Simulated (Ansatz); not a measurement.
Geometry optimisation, Ansatz, DFT LDA, scalar-relativistic, plane waves, PAW.

The input (input.yaml):

```yaml
crystal:
  lattice:
    - [-2.29, -3.966396, 0.0]
    - [3.435, -1.983198, 0.0]
    - [0.0, 0.0, 7.17686]
  atoms:
    - { symbol: Be, position: [0.75, 0.5, 0.0] }
    - { symbol: Be, position: [0.5, 0.3333333, 0.25] }
    - { symbol: Be, position: [0.75, 0.5, 0.5] }
    - { symbol: Be, position: [0.5, 0.3333333, 0.75] }
    - { symbol: Be, position: [0.5, 0.0, 0.0] }
    - { symbol: Be, position: [0.25, 0.8333333, 0.25] }
    - { symbol: Be, position: [0.5, 0.0, 0.5] }
    - { symbol: Be, position: [0.25, 0.8333333, 0.75] }
    - { symbol: Be, position: [0.25, 0.5, 0.0] }
    - { symbol: Be, position: [0.0, 0.3333333, 0.25] }
    - { symbol: Be, position: [0.25, 0.5, 0.5] }
    - { symbol: Be, position: [0.0, 0.3333333, 0.75] }
    - { symbol: Be, position: [0.0, 0.0, 0.0] }
    - { symbol: Be, position: [0.75, 0.8333333, 0.25] }
    - { symbol: Be, position: [0.0, 0.0, 0.5] }
    - { symbol: Be, position: [0.75, 0.8333333, 0.75] }
    - { symbol: C, position: [-0.0154703, 0.6585701, 0.124897] }
basis:
  ecutwfc: 420.0
kpoints:
  mp_grid: { grid: [5, 6, 4] }
hamiltonian:
  xc: lda
scf:
  occupations: { method: gaussian, width: 0.1 }
  lower_state_search: "off"
relax:
  f_tol: 0.03
  max_steps: 60
  adjacent_minimum: "off"
```

Command:

```bash
$ ansatz run input.yaml --threads 2 --pin off --max-ram 5120MiB --backend cpu --events-out ev --progress --plain --runs-dir out
```

Task: Where does it end, and by what steps?

Result: It converged. Limits of this set-up: coarse k mesh, a small cell, in which the defect meets its images, a typed lattice constant that wasn't relaxed here. After 5 steps the energy has fallen by 0.827 eV; Be13 moved furthest, 0.15 Å.

```csv
step,energy less start (eV),largest force component (eV/Å),accepted
0,0.0000,2.791,yes
1,-0.5657,1.524,yes
2,-0.8073,0.250,yes
3,-0.8239,0.073,yes
4,-0.8261,0.041,yes
5,-0.8268,0.014,yes
```

```xyz
17
Lattice="-2.2900 -3.9664 0.0000 3.4350 -1.9832 0.0000 0.0000 0.0000 7.1769" Properties=species:S:1:pos:R:3
Be 0.084 -3.907 -0.057
Be -0.109 -2.577 1.853
Be -0.004 -3.923 3.638
Be 0.010 -2.645 5.338
Be -1.035 -2.042 -0.059
Be 2.207 -2.694 1.851
Be -1.154 -1.973 3.633
Be 2.295 -2.678 5.333
Be 1.140 -2.079 -0.057
Be 1.183 -0.678 1.941
Be 1.110 -1.994 3.638
Be 1.150 -0.659 5.336
Be -0.038 0.027 -0.146
Be 1.151 -4.524 1.851
Be -0.004 0.007 3.635
Be 1.181 -4.607 5.333
C 2.290 -1.317 0.897
```

Whether the end is a true minimum wasn't checked by a vibrational analysis.

Time of the run: 31 s on 2 threads of Intel(R) Xeon(R) Platinum 8375C CPU @ 2.90GHz (Ice Lake), on a shared host, peak memory 0.64 GiB.
